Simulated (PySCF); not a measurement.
Crystal: SBClH2, in a box.

```
CELL_PARAMETERS angstrom
12.00000 0.00000 0.00000
0.00000 12.00000 0.00000
0.00000 0.00000 11.00000
ATOMIC_POSITIONS crystal
S 0.39671 0.52146 0.46951
B 0.53816 0.50405 0.51389
Cl 0.57865 0.37729 0.57791
H 0.40812 0.62621 0.42827
H 0.60545 0.57581 0.50125
```

Base run:

* Program: PySCF 2.14.0
* Functional: M06
* Dispersion: D4
* Potentials or basis: pob-tzvp-rev2 (all-electron)
* k mesh: 1 × 1 × 1
* Occupations: fixed
* Spin: no spin polarisation

Its results: gap between the frontier levels 7.57 eV.

**Question.** The run is repeated on the same cell with these changes: functional from M06 to AM05. What comes out?

**Answer.** Gap between the frontier levels 5.30 eV.

M06 gives the wider gap, since exact exchange removes part of the self-interaction.

Caveats: this is a molecule in a periodic box at the Γ point, so its band gap is the HOMO-LUMO gap; the basis of atomic orbitals isn't converged, which shifts pressures, moduli and gaps; this basis is made for solids and lacks diffuse functions, so gaps of a molecule come out too wide by an eV or more; the D4 parameters stored for this functional may belong to another (some runs).

A k mesh can miss the band edges.

Not every run made on this cell is shown here.
